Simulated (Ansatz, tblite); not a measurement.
RuIF: GFN1-xTB, run from Python

These are simulated results from tblite 0.8.0, not measurements. The cell was built from a prototype and was relaxed with r2SCAN in plane waves (Ansatz 0.2.0). It may be hypothetical. It is a single sheet, repeated along a and b, with vacuum along c. All runs are without spin polarisation.

The sheet's in-plane cell has a = 3.637 Å, b = 3.637 Å (γ = 120.0°), and its outermost atoms lie 2.68 Å apart along the normal. Around Ru lie 3 F at 2.48 Å and 3 I at 2.50 Å; around F lie 3 Ru at 2.48 Å; around I lie 3 Ru at 2.50 Å.

tblite solves periodic systems at the zone centre alone, so the script builds a cluster of 3×3×1 conventional cells (27 atoms), which folds in a coarse mesh of k points.

The script, run.py:

```python
import json
from ase import Atoms
from ase.build import make_supercell
from ase.units import Bohr, GPa, Hartree
from tblite.interface import Calculator

atoms = Atoms(['Ru', 'F', 'I'],
              cell=[[3.636773, -0.0, 0.0], [-1.818386, 3.149537, 0.0], [0.0, 0.0, 30.007301]],
              scaled_positions=[[0.333333, 0.666667, 0.300205], [0.666667, 0.333333, 0.34445], [0.666667, 0.333333, 0.255126]],
              pbc=True)
cluster = make_supercell(atoms, [[3, 0, 0], [0, 3, 0], [0, 0, 1]])
calc = Calculator('GFN1-xTB', cluster.numbers, cluster.positions / Bohr, lattice=cluster.cell[:] / Bohr, periodic=cluster.pbc)
calc.set('temperature', 0.02 / Hartree)
calc.set('max-iter', 150)
res = calc.singlepoint()
levels = res.get('orbital-energies') * Hartree
nv = round(res.get('orbital-occupations').sum() / 2)
cells = len(cluster) // len(atoms)
out = {'energy_per_cell': res.get('energy') * Hartree / cells, 'homo': levels[nv - 1], 'lumo': levels[nv],
       'stress': (-res.get('virial') * Hartree / cluster.get_volume() / GPa).tolist(), 'charges': res.get('charges')[:len(atoms)].tolist(), 'electrons': 2 * nv / cells}
json.dump(out, open('results.json', 'w'))
for key, value in out.items():
    print(key, value)
```

Command: `python run.py`. It took 1.1 s on 1 thread of Arm Neoverse V1 (shared host), peak memory 0.098 GiB.

What it printed:

```
------------------------------------------------------------
  cycle        total energy    energy error   density error
------------------------------------------------------------
      1     -106.1501120315  -1.0647833E+02   1.0368809E+00
      2      2.422452187838   1.0857256E+02   1.7631429E+00
      3     -105.8031551992  -1.0822561E+02   7.1980235E-01
      4     -110.9519668114  -5.1488116E+00   4.5451522E-01
      5     -110.9505256748   1.4411365E-03   4.4930830E-01
      6     -111.2389462083  -2.8842053E-01   3.3453721E-01
      7     -111.9151607294  -6.7621452E-01   1.4704153E-01
      8     -111.9385686787  -2.3407949E-02   1.3589216E-01
      9     -111.9408132964  -2.2446177E-03   1.3551826E-01
     10     -110.3856873684   1.5551259E+00   3.5829489E-01
     11     -107.9285933545   2.4570940E+00   5.4020646E-01
     12     -110.9780038360  -3.0494105E+00   2.9005438E-01
     13     -111.9721900335  -9.9418620E-01   6.0454618E-02
     14     -111.9743281914  -2.1381579E-03   5.6682054E-02
     15     -111.9532374360   2.1090755E-02   7.1577000E-02
     16     -111.9726953967  -1.9457961E-02   5.9510952E-02
     17     -111.9851068504  -1.2411454E-02   4.9855831E-02
     18     -111.9977119159  -1.2605065E-02   3.7447518E-02
     19     -112.0104585388  -1.2746623E-02   1.6694978E-02
     20     -112.0087348077   1.7237311E-03   2.0785850E-02
     21     -112.0098135483  -1.0787406E-03   1.8239195E-02
     22     -112.0106540833  -8.4053493E-04   1.5988368E-02
     23     -112.0130679519  -2.4138687E-03   5.6870462E-03
     24     -112.0132726009  -2.0464899E-04   3.5165215E-03
     25     -112.0133616931  -8.9092217E-05   1.9409196E-03
     26     -112.0133946170  -3.2923879E-05   7.4296775E-04
     27     -112.0133982250  -3.6080265E-06   4.1771262E-04
     28     -112.0133992942  -1.0691545E-06   2.5380440E-04
     29     -112.0133997209  -4.2672109E-07   1.4391267E-04
     30     -112.0133999222  -2.0124180E-07   1.4088320E-05
------------------------------------------------------------

 total:                                   0.413 sec
energy_per_cell -338.6710961315206
homo -11.133752545968399
lumo -10.539537244960647
stress [[3.177332198267379, 3.671781691586268e-05, 4.317720310624187e-05], [3.671781691578403e-05, 3.177383037341876, -2.900825657312196e-05], [4.3177203106447185e-05, -2.9008256573336972e-05, 2.534809304417093]]
charges [0.2550542405469517, -0.3344801969206479, 0.07942385202699873]
electrons 22.0
```

The cycle table is in hartree for the whole cluster, and the lines after it are in eV (the energy for one cell). The printed stress is in GPa and positive in compression, and the pressure is its mean diagonal, here averaged over the vacuum too.

GFN1-xTB gives a gap of 0.59 eV. On the same cell, plane-wave PBE (Ansatz, 12×12×1 k points and the special points) gives a gap of 0.83 eV and r2SCAN a gap of 1.10 eV; on shared hosts these took about 23 and 53 core-seconds on the 3-atom cell, against 1.1 for the script. Spin-orbit coupling, left out in all these runs, can cut or reorder the gap by tenths of an eV, up to about 1 eV with Pb or Bi. xTB was fitted to molecules, so gaps, charges and pressures of solids can be far off, and the gap also depends on the size of the cluster.

xTB was fitted mostly to molecules, and a small cluster samples few k points, so gaps, pressures and kinks along a curve can be far from a solid's.

Spin-orbit coupling is left out, which matters wherever the heavy atoms make up the band edges.
